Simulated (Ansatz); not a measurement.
# GaH2 (doublet): wave-function methods side by side at a displaced geometry (v2), aug-cc-pVDZ

Aim: climb from Hartree-Fock through coupled cluster for GaH2 (doublet) at one geometry and basis, and see what each rung misses.

Computed with Ansatz 0.2.0, Gaussian basis. Level: aug-cc-pVDZ, core rule «outside noble gas», up to 14 orbitals frozen.

Plan: UHF; CCSD(T) on ROHF; CCSD(T) on UHF; BCCD(T) on ROHF; CISD; CCSDT(Q) on ROHF; CCSDT(Q) on UHF; Full CI.

33 further runs of the same task are left out: 6 for a known fault of the program, 11 that didn't finish, 16 set aside as unsound or not needed.

### Step 1. The system

The geometry is a PBE0/def2-TZVP stationary point (not a proven minimum) with its atoms shifted at random (size 0.100 Å). No spin-orbit coupling is included. The filled d shell of Ga may be among the frozen orbitals whatever the setting's name suggests; the logs give the count.

3 atoms, charge 0, spin multiplicity 2.

Atoms are counted from 1 here; the program's logs count them from 0.

Bond lengths: Ga1–H2 1.596 Å, Ga1–H3 1.587 Å. Angles: H2–Ga1–H3 120.2°.

### Step 2. UHF

in.yaml reads:

```yaml
crystal:
  periodic: [false, false, false]
  atoms:
    - {symbol: Ga, position_ang: [0.003556, -0.022009, -0.000211]}
    - {symbol: H, position_ang: [-0.161318, 0.777439, -1.371729]}
    - {symbol: H, position_ang: [-0.084697, 0.745015, 1.386315]}
basis:
  gaussian: {orbitals: aug-cc-pVDZ}
magnetization: {spin_polarized: true, initial_magnetization: 1}
hamiltonian: {xc: hf}
output: {orbitals: {seedname: orbitals}}
```

On the command line:

```
ansatz run in.yaml --threads 1 --pin off --events-out ev --progress --plain --max-ram 2393MiB
```

After this run come: CCSD(T) on ROHF; CCSD(T) on UHF; BCCD(T) on ROHF; CISD; CCSDT(Q) on ROHF; CCSDT(Q) on UHF; Full CI.

Before running them: what should the planned runs give, taken together? Wanted: FCI below the RHF energy; RMP2 from FCI; UMP2 from FCI; RCCSD from FCI; RCCSD(T) from FCI; UCCSD(T) from FCI; RCCSDT(Q) from FCI; UCCSDT(Q) from FCI; T1 diagnostic.

The runs gave:

```
                         quantity                                                                     value
         FCI below the RHF energy                                                                -2.1887 eV
                    RMP2 from FCI                                                                +584.2 meV
                    UMP2 from FCI                                                                +572.8 meV
                   RCCSD from FCI                                                                 +47.4 meV
                RCCSD(T) from FCI                                                                 +12.9 meV
                UCCSD(T) from FCI                                                                  +7.2 meV
               RCCSDT(Q) from FCI                                                                  -0.7 meV
               UCCSDT(Q) from FCI                                                                  -6.2 meV
levels within 1 kcal/mol (43 meV)  UCCSD, RCCSD(T), UCCSD(T), BCCD(T), RCCSDT, UCCSDT, RCCSDT(Q), UCCSDT(Q)
                    T1 diagnostic                                                                     0.020
   effectively unpaired electrons                                                                      1.03
```

RCCSD(T) lands +12.9 meV from the yardstick (0.6 % of the correlation energy). UCCSDT, UCCSDT(Q) fall below full CI: unrestricted runs freeze a spin-polarised core, another one than full CI's, and coupled cluster isn't variational. One determinant dominates. These misses are within one basis, not against nature; the frozen cores of restricted and unrestricted runs differ, which can shift their rows.
